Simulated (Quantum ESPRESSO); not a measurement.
# MoSe3 (P4/mmm) in Quantum ESPRESSO: reference runs

Reference runs on MoSe3: the cell as given.

Program: Quantum ESPRESSO 7.5. These are calculated values, not measurements. Logs are shortened: lines on timing, memory, paths and dates and some standing lists are left out, and cuts for length are marked.

## (1) Starting point

The structure is tetragonal, space group P4/mmm (No. 123). The conventional cell has a = 4.390 Å, b = 4.390 Å, c = 4.413 Å, α = 90.00°, β = 90.00°, γ = 90.00°. Around Mo (site symmetry 4/mmm) lie 12 Se at 3.10 to 3.11 Å. Se (site symmetry mmm) has 8 Se at 3.10 to 3.11 Å and 4 Mo at 3.11 Å as nearest neighbours. Se (site symmetry 4/mmm) has 4 Mo at 3.10 Å and 8 Se at 3.11 Å as nearest neighbours.

The cell was built by a generator and needn't be a form met in nature.

## (2) Single point, PBE

File pw.in:

```
&CONTROL
  calculation = 'scf'
  prefix = 'pwscf'
  outdir = './tmp'
  pseudo_dir = './pseudo'
  tprnfor = .true.
  tstress = .true.
  disk_io = 'nowf'
/
&SYSTEM
  ibrav = 0
  nat = 4
  ntyp = 2
  ecutwfc = 60
  ecutrho = 440
  nbnd = 24
  occupations = 'smearing'
  smearing = 'fd'
  degauss = 0.00367493
/
&ELECTRONS
  conv_thr = 8d-10
  electron_maxstep = 120
  mixing_beta = 0.5
/
ATOMIC_SPECIES
Mo    95.9500 Mo_ONCV_PBE-1.0.oncvpsp.upf
Se    78.9710 Se_pbe_v1.uspp.F.UPF
CELL_PARAMETERS angstrom
   4.3895381800    0.0000000000    0.0000000000
   0.0000000000    4.3895381800    0.0000000000
   0.0000000000    0.0000000000    4.4130286000
ATOMIC_POSITIONS crystal
Mo     0.0000000000    0.0000000000    0.0000000000
Se     0.0000000000    0.5000000000    0.5000000000
Se     0.5000000000    0.0000000000    0.5000000000
Se     0.5000000000    0.5000000000    0.0000000000
K_POINTS automatic
6 6 6 0 0 0
```

Potentials or basis: SSSP 1.3 efficiency PBE.

Launch:

```sh
$ OMP_NUM_THREADS=1 pw.x -in pw.in > pw.out
```

pw.out:

```text
This program is part of the open-source Quantum ESPRESSO suite
     for quantum simulation of materials; please cite
         "P. Giannozzi et al., J. Phys.:Condens. Matter 21 395502 (2009);
         "P. Giannozzi et al., J. Phys.:Condens. Matter 29 465901 (2017);
         "P. Giannozzi et al., J. Chem. Phys. 152 154105 (2020);
     in publications or presentations arising from this work. More details at

     Message from routine setup:
     using ibrav=0 with symmetry is DISCOURAGED, use correct ibrav instead

     G-vector sticks info
     --------------------
     sticks:   dense  smooth     PW     G-vecs:    dense   smooth      PW
     Sum        2409    1313    385                89303    36025    5743

     Using Slab Decomposition

     bravais-lattice index     =            0
     lattice parameter (alat)  =       8.2950  a.u.
     unit-cell volume          =     573.8138 (a.u.)^3
     number of atoms/cell      =            4
     number of atomic types    =            2
     number of electrons       =        32.00
     number of Kohn-Sham states=           24
     kinetic-energy cutoff     =      60.0000  Ry
     charge density cutoff     =     440.0000  Ry
     scf convergence threshold =      8.0E-10
     mixing beta               =       0.5000
     number of iterations used =            8  plain     mixing
     Exchange-correlation= SLA  PW   PBE  PBE
                           (   1   4   3   4   0   0   0)

     celldm(1)=   8.295025  celldm(2)=   0.000000  celldm(3)=   0.000000
     celldm(4)=   0.000000  celldm(5)=   0.000000  celldm(6)=   0.000000

     crystal axes: (cart. coord. in units of alat)
               a(1) = (   1.000000   0.000000   0.000000 )
               a(2) = (   0.000000   1.000000   0.000000 )
               a(3) = (   0.000000   0.000000   1.005351 )

     reciprocal axes: (cart. coord. in units 2 pi/alat)
               b(1) = (  1.000000  0.000000  0.000000 )
               b(2) = (  0.000000  1.000000  0.000000 )
               b(3) = (  0.000000  0.000000  0.994677 )

     PseudoPot. # 1 for Mo read from file:
     Mo_ONCV_PBE-1.0.oncvpsp.upf
     Pseudo is Norm-conserving, Zval = 14.0
     Generated using ONCVPSP code by D. R. Hamann
     Using radial grid of 1526 points,  6 beta functions with:
                l(1) =   0
                l(2) =   0
                l(3) =   1
                l(4) =   1
                l(5) =   2
                l(6) =   2

     PseudoPot. # 2 for Se read from file:
     Se_pbe_v1.uspp.F.UPF
     Pseudo is Ultrasoft + core correction, Zval =  6.0
     Generated by new atomic code, or converted to UPF format
     Using radial grid of  877 points,  6 beta functions with:
                l(1) =   0
                l(2) =   0
                l(3) =   1
                l(4) =   1
                l(5) =   2
                l(6) =   2
     Q(r) pseudized with  8 coefficients,  rinner =    1.300   1.300   1.300
                                                       1.300   1.300

     atomic species   valence    mass     pseudopotential
     Mo               14.00    95.95000     Mo( 1.00)
     Se                6.00    78.97100     Se( 1.00)

     16 Sym. Ops., with inversion, found

   Cartesian axes

     site n.     atom                  positions (alat units)
         1        Mo     tau(   1) = (   0.0000000   0.0000000   0.0000000  )
         2        Se     tau(   2) = (   0.0000000   0.5000000   0.5026757  )
         3        Se     tau(   3) = (   0.5000000   0.0000000   0.5026757  )
         4        Se     tau(   4) = (   0.5000000   0.5000000   0.0000000  )

     number of k points=    40  Fermi-Dirac smearing, width (Ry)=  0.0037
                       cart. coord. in units 2pi/alat
        k(    1) = (   0.0000000   0.0000000   0.0000000), wk =   0.0092593
        k(    2) = (   0.0000000   0.0000000   0.1657795), wk =   0.0185185
        k(    3) = (   0.0000000   0.0000000   0.3315590), wk =   0.0185185
        k(    4) = (   0.0000000   0.0000000  -0.4973385), wk =   0.0092593
        k(    5) = (   0.0000000   0.1666667   0.0000000), wk =   0.0370370
        k(    6) = (   0.0000000   0.1666667   0.1657795), wk =   0.0740741
[... 32 lines left out ...]
        k(   39) = (  -0.5000000  -0.5000000   0.3315590), wk =   0.0185185
        k(   40) = (  -0.5000000  -0.5000000  -0.4973385), wk =   0.0092593

     Dense  grid:    89303 G-vectors     FFT dimensions: (  60,  60,  60)

     Smooth grid:    36025 G-vectors     FFT dimensions: (  45,  45,  45)

     Initial potential from superposition of free atoms

     starting charge      31.9988, renormalised to      32.0000
     Starting wfcs are   22 randomized atomic wfcs +    2 random wfcs

     Self-consistent Calculation

     iteration #  1     ecut=    60.00 Ry     beta= 0.50
     Davidson diagonalization with overlap
     ethr =  1.00E-02,  avg # of iterations =  4.0

     total energy              =    -267.36655641 Ry
     estimated scf accuracy    <       0.49265836 Ry

     iteration #  2     ecut=    60.00 Ry     beta= 0.50
     Davidson diagonalization with overlap
     ethr =  1.54E-03,  avg # of iterations =  2.6

     total energy              =    -267.38178712 Ry
     estimated scf accuracy    <       6.60425941 Ry

     iteration #  3     ecut=    60.00 Ry     beta= 0.50
     Davidson diagonalization with overlap
     ethr =  1.54E-03,  avg # of iterations =  2.0
[... 57 lines left out ...]
     total energy              =    -267.67414420 Ry
     estimated scf accuracy    <       0.00000004 Ry

     iteration # 12     ecut=    60.00 Ry     beta= 0.50
     Davidson diagonalization with overlap
     ethr =  1.15E-10,  avg # of iterations =  4.7

     total energy              =    -267.67414424 Ry
     estimated scf accuracy    <          2.3E-09 Ry

     iteration # 13     ecut=    60.00 Ry     beta= 0.50
     Davidson diagonalization with overlap
     ethr =  7.12E-12,  avg # of iterations =  4.5

     End of self-consistent calculation

          k = 0.0000 0.0000 0.0000 (  4489 PWs)   bands (ev):

   -51.4293 -25.4520 -25.4520 -25.4494  -5.5630  -2.1605  -2.1295   4.6271
     4.6617   4.6617   8.5425   8.5425   8.5441   9.0432   9.0758   9.2036
     9.2036   9.2056  10.3898  10.7288  10.7310  10.7310  16.5965  17.6207

          k = 0.0000 0.0000 0.1658 (  4509 PWs)   bands (ev):

   -51.4292 -25.4519 -25.4519 -25.4508  -5.4102  -2.4671  -2.0940   4.7515
     4.7515   4.8705   7.4238   7.8801   7.8801   9.1617   9.2315   9.9153
     9.9630   9.9630  10.2433  10.4948  10.4948  11.1356  17.1510  17.5080

          k = 0.0000 0.0000 0.3316 (  4504 PWs)   bands (ev):

   -51.4292 -25.4537 -25.4516 -25.4516  -4.9888  -3.1699  -2.0203   4.9589
     4.9589   5.4980   6.4858   7.2632   7.2632   8.4888   9.2845   9.6084
     9.6627   9.6627  11.3050  11.3050  11.3107  12.5992  16.1281  17.2219
[... 61 lines left out ...]
          k = 0.0000-0.5000 0.1658 (  4506 PWs)   bands (ev):

   -51.4291 -25.4578 -25.4513 -25.4502  -4.4479  -3.6220  -2.2331   4.9133
     5.1521   5.2651   6.2774   6.7584   7.6201   8.1204   8.9003   9.7270
     9.8478   9.9425  11.0918  11.5068  11.7893  14.9639  15.0272  16.6478

          k = 0.0000-0.5000 0.3316 (  4506 PWs)   bands (ev):

   -51.4290 -25.4575 -25.4529 -25.4510  -4.0684  -3.4845  -2.8058   3.8399
     5.4085   5.7467   6.3766   6.7233   7.2835   7.9408   8.9417  10.0015
    10.2193  10.5438  10.9220  11.6226  11.6856  14.8336  15.3506  16.5181

          k = 0.0000-0.5000-0.4973 (  4508 PWs)   bands (ev):

   -51.4290 -25.4573 -25.4543 -25.4508  -3.5615  -3.4109  -3.4046   3.4393
     5.6072   6.2080   6.2267   7.0246   7.0276   7.2666   9.1512   9.6918
     9.9230  10.9983  11.6138  11.6576  12.0561  14.5577  14.8464  17.3247

          k = 0.1667 0.1667 0.0000 (  4513 PWs)   bands (ev):

   -51.4292 -25.4534 -25.4533 -25.4491  -5.2570  -2.5260  -2.2768   4.4317
     4.8260   5.5923   6.5927   7.4614   8.0413   9.0164   9.3465   9.5336
    10.0263  10.0727  10.3274  10.6754  10.8012  11.9148  17.4750  17.4974

          k = 0.1667 0.1667 0.1658 (  4498 PWs)   bands (ev):

   -51.4292 -25.4533 -25.4532 -25.4505  -5.1124  -2.5139  -2.4937   4.0186
     5.6087   5.6369   6.5561   6.5607   8.0893   9.0126   9.3464   9.3590
     9.5406  10.3616  10.3753  11.2634  11.2709  12.4042  16.5426  17.1865

          k = 0.1667 0.1667 0.3316 (  4494 PWs)   bands (ev):
[... 41 lines left out ...]
          k = 0.1667-0.5000 0.1658 (  4502 PWs)   bands (ev):

   -51.4291 -25.4576 -25.4527 -25.4500  -4.3228  -3.5645  -2.4031   4.5657
     4.8519   5.2098   6.1476   6.9331   7.8230   8.2775   9.5464   9.6126
     9.6704  10.5991  10.7852  11.3178  11.7477  14.1704  15.5453  16.7414

          k = 0.1667-0.5000 0.3316 (  4496 PWs)   bands (ev):

   -51.4290 -25.4573 -25.4527 -25.4524  -3.9689  -3.4465  -2.8580   3.9720
     4.4294   5.2527   5.9001   7.2280   7.9620   9.0852   9.1665   9.9271
    10.2087  10.5519  10.8542  11.5586  11.5939  13.0648  16.9258  17.0184

          k = 0.1667-0.5000-0.4973 (  4512 PWs)   bands (ev):

   -51.4290 -25.4571 -25.4541 -25.4523  -3.5005  -3.3839  -3.3787   3.6064
     4.5963   5.3255   5.3291   8.0750   8.0923   8.5146   9.2731   9.7313
     9.9708  11.0338  11.4839  11.5145  11.8328  12.3302  17.4334  17.7554

          k = 0.3333 0.3333 0.0000 (  4510 PWs)   bands (ev):

   -51.4291 -25.4560 -25.4559 -25.4485  -4.4500  -3.1467  -2.7118   4.0914
     5.3000   5.4521   6.5313   6.8304   7.3472   8.4111   8.5909   9.6639
    10.5608  10.7058  10.8471  11.2997  11.3145  14.4739  16.0255  16.1785

          k = 0.3333 0.3333 0.1658 (  4504 PWs)   bands (ev):

   -51.4290 -25.4558 -25.4558 -25.4499  -4.3349  -3.1195  -2.7986   3.8875
     4.7032   5.5586   6.1101   6.8624   7.7044   8.9654   9.4092   9.7146
    10.1667  10.5196  10.6059  11.4415  11.8444  13.5830  15.5443  17.7112

          k = 0.3333 0.3333 0.3316 (  4512 PWs)   bands (ev):
[... 17 lines left out ...]
          k = 0.3333-0.5000 0.1658 (  4510 PWs)   bands (ev):

   -51.4290 -25.4573 -25.4556 -25.4497  -3.9664  -3.4428  -2.8545   3.9700
     4.4160   5.2457   5.8889   7.2148   7.9231   9.1270   9.1445   9.9379
    10.2102  10.5906  10.8666  11.5533  11.5794  13.0444  16.9674  16.9834

          k = 0.3333-0.5000 0.3316 (  4508 PWs)   bands (ev):

   -51.4289 -25.4569 -25.4553 -25.4524  -3.6992  -3.3674  -3.0362   3.7283
     4.1769   4.4635   4.9265   8.4755   8.9017   9.5903   9.8008  10.0552
    10.3399  10.6940  10.8890  10.9367  11.3766  11.8797  18.0350  18.4636

          k = 0.3333-0.5000-0.4973 (  4516 PWs)   bands (ev):

   -51.4289 -25.4567 -25.4551 -25.4537  -3.3698  -3.3282  -3.3251   3.5291
     3.9939   4.5027   4.5193   9.2932   9.3078   9.5936   9.7500   9.8128
    10.4771  10.5890  11.1078  11.2025  11.2101  11.3212  18.8469  18.9032

          k =-0.5000-0.5000 0.0000 (  4500 PWs)   bands (ev):

   -51.4290 -25.4572 -25.4572 -25.4482  -3.5518  -3.4034  -3.4034   3.4344
     5.5602   6.2021   6.2021   6.9994   6.9994   7.2525   9.1939   9.7075
     9.9297  11.0516  11.6354  11.6354  12.0629  14.5017  14.7827  17.4248

          k =-0.5000-0.5000 0.1658 (  4512 PWs)   bands (ev):

   -51.4290 -25.4571 -25.4571 -25.4495  -3.4925  -3.3782  -3.3782   3.5983
     4.5730   5.3214   5.3214   8.0534   8.0534   8.4842   9.3121   9.7445
     9.9718  11.0857  11.4992  11.4992  11.8471  12.2878  17.3597  17.8389

          k =-0.5000-0.5000 0.3316 (  4512 PWs)   bands (ev):

   -51.4289 -25.4567 -25.4567 -25.4522  -3.3656  -3.3262  -3.3262   3.5228
     3.9780   4.5168   4.5168   9.2776   9.2776   9.6207   9.7583   9.8199
    10.4311  10.5641  11.1562  11.1982  11.1982  11.3536  18.9092  18.9092

          k =-0.5000-0.5000-0.4973 (  4552 PWs)   bands (ev):

   -51.4289 -25.4565 -25.4565 -25.4535  -3.2994  -3.2994  -3.2974   3.1280
     4.2052   4.2263   4.2263   9.8376   9.8571   9.8695   9.8695   9.8810
     9.9054  10.9791  10.9791  11.0293  11.1296  11.1927  18.8017  18.9002

     the Fermi energy is     9.8502 ev

!    total energy              =    -267.67414424 Ry
     estimated scf accuracy    <          2.2E-11 Ry
     smearing contrib. (-TS)   =      -0.00468456 Ry
     internal energy E=F+TS    =    -267.66945968 Ry

     The total energy is F=E-TS. E is the sum of the following terms:
     one-electron contribution =     -45.85021653 Ry
     hartree contribution      =      36.72954135 Ry
     xc contribution           =    -104.27883996 Ry
     ewald contribution        =    -154.26994454 Ry

     convergence has been achieved in  13 iterations

     Forces acting on atoms (cartesian axes, Ry/au):

     atom    1 type  1   force =     0.00000000    0.00000000    0.00000000
     atom    2 type  2   force =     0.00000000    0.00000000    0.00000000
     atom    3 type  2   force =     0.00000000    0.00000000    0.00000000
     atom    4 type  2   force =     0.00000000    0.00000000    0.00000000

     Total force =     0.000000     Total SCF correction =     0.000000

     Computing stress (Cartesian axis) and pressure

          total   stress  (Ry/bohr**3)                   (kbar)     P=      -98.56
  -0.00067677   0.00000000   0.00000000          -99.56        0.00        0.00
   0.00000000  -0.00067677   0.00000000            0.00      -99.56        0.00
   0.00000000   0.00000000  -0.00065635            0.00        0.00      -96.55

=------------------------------------------------------------------------------=
   JOB DONE.
=------------------------------------------------------------------------------=
```

Run time: 43 s. Hardware: 1 thread of AMD EPYC 9R45 (Zen 5), shared host; peak memory 0.42 GiB.

Results:

```yaml
Free_energy: -3641.8923 eV
Pressure: -9.9 GPa
Band_gap_on_the_k_mesh: none (metal or under the smearing width)
```

Stress tensor (GPa, compression positive):
```
-9.96  0.00  0.00
 0.00 -9.96  0.00
 0.00  0.00 -9.66
```
